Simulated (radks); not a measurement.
# Valence configurations of Nb

NIST gives [Kr] 4d4 5s1 as the ground configuration of Nb. Does this level of theory agree? Several fillings of the valence shells are run.

The numbers are computed with radks (a radial shooting solver on a logarithmic mesh, Libxc functionals) version 1 (scalar-relativistic Kohn-Sham, LDA (Slater exchange, Perdew-Wang correlation), spin-polarised, spherical densities, point nucleus; open shells are filled with parallel spins first), except any that are marked as measured or tabulated.

**1. The atom as given**

| Property | Result |
| --- | --- |
| element | niobium (Z = 41) |
| charge | 0 |
| electrons | 41 |
| configuration | [Kr] 4d4 5s1 |
| others tried | 4d4 5p1; 4d4 5s0.5 5p0.5; 4d2 5s1 5p2; 4d3 5s1.5 5p0.5; 4d3.5 5s1 5p0.5; 4d3 5s1 5p1; 4d1 5s1 5p3; 4d3 5s2; 4d3.5 5p1.5 |

The outer shells:

Nb
```
[Kr] core
4d [↑ ][↑ ][↑ ][↑ ][  ]
5s [↑ ]
```

**2. [Kr] 4d4 5s1**

Settings of this run:

```text
Z 41
configuration [Kr] 4d4 5s1
relativity scalar-relativistic
functional lda,pw
spin polarised
nucleus point
c 137.035999084
```

**3. [Kr] 4d4 5p1**

Settings of this run:

```text
Z 41
configuration [Kr] 4d4 5p1
relativity scalar-relativistic
functional lda,pw
spin polarised
nucleus point
c 137.035999084
```

**4. [Kr] 4d4 5s0.5 5p0.5**

Settings of this run:

```text
Z 41
configuration [Kr] 4d4 5s0.5 5p0.5
relativity scalar-relativistic
functional lda,pw
spin polarised
nucleus point
c 137.035999084
```

**5. [Kr] 4d2 5s1 5p2**

Settings of this run:

```text
Z 41
configuration [Kr] 4d2 5s1 5p2
relativity scalar-relativistic
functional lda,pw
spin polarised
nucleus point
c 137.035999084
```

**6. [Kr] 4d3 5s1.5 5p0.5**

Settings of this run:

```text
Z 41
configuration [Kr] 4d3 5s1.5 5p0.5
relativity scalar-relativistic
functional lda,pw
spin polarised
nucleus point
c 137.035999084
```

**7. [Kr] 4d3.5 5s1 5p0.5**

Settings of this run:

```text
Z 41
configuration [Kr] 4d3.5 5s1 5p0.5
relativity scalar-relativistic
functional lda,pw
spin polarised
nucleus point
c 137.035999084
```

**8. [Kr] 4d3 5s1 5p1**

Settings of this run:

```text
Z 41
configuration [Kr] 4d3 5s1 5p1
relativity scalar-relativistic
functional lda,pw
spin polarised
nucleus point
c 137.035999084
```

**9. [Kr] 4d1 5s1 5p3**

Settings of this run:

```text
Z 41
configuration [Kr] 4d1 5s1 5p3
relativity scalar-relativistic
functional lda,pw
spin polarised
nucleus point
c 137.035999084
```

**10. [Kr] 4d3 5s2**

Settings of this run:

```text
Z 41
configuration [Kr] 4d3 5s2
relativity scalar-relativistic
functional lda,pw
spin polarised
nucleus point
c 137.035999084
```

**11. [Kr] 4d3.5 5p1.5**

Settings of this run:

```text
Z 41
configuration [Kr] 4d3.5 5p1.5
relativity scalar-relativistic
functional lda,pw
spin polarised
nucleus point
c 137.035999084
```

Before running it: what results should come out? Wanted: for each run, valence; E − E(NIST configuration); moment; highest level; its energy; 1s shift.

As calculated:

```tsv
valence	E − E(NIST configuration) (eV)	moment (μB)	highest level	its energy (eV)	1s shift (eV)
4d4 5s1	0.000	5	4d up	-3.811	+0.00
4d3 5s2	0.939	3	5s down	-4.360	-2.75
4d3.5 5s1 5p0.5	1.359	5	5p up	-2.023	-1.85
4d4 5s0.5 5p0.5	1.609	5	5p up	-1.834	-0.63
4d3 5s1.5 5p0.5	2.153	4	5p up	-2.169	-3.35
4d3 5s1 5p1	3.131	5	5p up	-2.525	-3.84
4d4 5p1	3.247	5	5p up	-2.142	-1.23
4d3.5 5p1.5	4.834	5	5p up	-2.598	-3.05
4d2 5s1 5p2	8.074	5	5p up	-3.462	-8.20
4d1 5s1 5p3	15.040	5	5p up	-4.354	-12.97
```

What this shows: The NIST configuration is the lowest of those tried, 0.939 eV under 4d3 5s2. The energies are those of spherical high-spin densities, not of single terms. The 1s eigenvalue shifts by up to 12.97 eV as the valence charge is rearranged.
